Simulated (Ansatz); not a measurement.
# P: the cost of one run

Method: DFT r2SCAN, scalar-relativistic, plane waves, PAW, in Ansatz 0.2.0.

2 further runs of the same task are left out: 2 set aside as unsound or not needed.

## 1. Starting point

The structure is orthorhombic, space group Pmna (No. 53). The conventional cell has a = 3.290 Å, b = 34.859 Å, c = 4.636 Å, α = 90.00°, β = 90.00°, γ = 90.00°. Around P (site symmetry m) lie 3 P at 2.21 to 2.25 Å.

Structure file:

```xyz
8
Lattice="-3.2905 0.0000 0.0000 0.0000 0.0000 -4.6361 0.0000 -69.7172 0.0000" Properties=species:S:1:pos:R:3 pbc="T T T"
P     0.0000   -1.0413   -1.8939
P     0.0000  -35.8999   -1.8939
P     0.0000  -33.8173   -2.7422
P     0.0000  -68.6759   -2.7422
P    -1.6452  -33.8173   -4.2120
P    -1.6452  -68.6759   -4.2120
P    -1.6452   -1.0413   -0.4241
P    -1.6452  -35.8999   -0.4241
```

It goes back to an entry of the Materials Project, which need not be the stable form.

It is built from the cell relaxed beforehand with the same method (132.94 Å³/atom).

## 2. Zero of energy

The cell is repeated 2 times, 8 atoms in all. The reference gives a free energy of -6073.0384 eV, pressure 0.00 GPa, largest force 0.000 eV/Å and gap on the mesh 1.10 eV. It was computed beforehand with the settings of the runs below.

## 3. Harmonic modes of this cell

input.yaml reads:

```yaml
crystal:
  lattice:
    - [-3.2904850351, 0.0, 0.0]
    - [0.0, 0.0, -4.636128024]
    - [0.0, -69.7172016541, 0.0]
  atoms:
    - { symbol: P, position: [0.0, 0.4085167918, 0.0149367286] }
    - { symbol: P, position: [0.0, 0.4085167918, 0.5149367286] }
    - { symbol: P, position: [0.0, 0.5914832082, 0.4850632714] }
    - { symbol: P, position: [0.0, 0.5914832082, 0.9850632714] }
    - { symbol: P, position: [0.5, 0.9085167918, 0.4850632714] }
    - { symbol: P, position: [0.5, 0.9085167918, 0.9850632714] }
    - { symbol: P, position: [0.5, 0.0914832082, 0.0149367286] }
    - { symbol: P, position: [0.5, 0.0914832082, 0.5149367286] }
basis:
  ecutwfc: 500
kpoints:
  mp_grid: { grid: [8, 6, 1] }
hamiltonian:
  xc: r2scan
scf:
  occupations: { method: gaussian, width: 0.05 }
output:
  eigenvalues: true
phonons:
  method: fd
  supercell: [1, 1, 1]
  amplitude: 0.02
  eigenvectors: true
  dielectric: false
```

On the command line:

```sh
$ ansatz run input.yaml --threads 2 --pin off --max-ram 5120MiB --backend cpu --events-out ev --progress --plain --runs-dir out
```

**Question.** How long does this run take on 2 threads of Arm Neoverse V2, shared host, and how much memory does it need?

About 5.9 min, with a peak of 4.5 GiB.
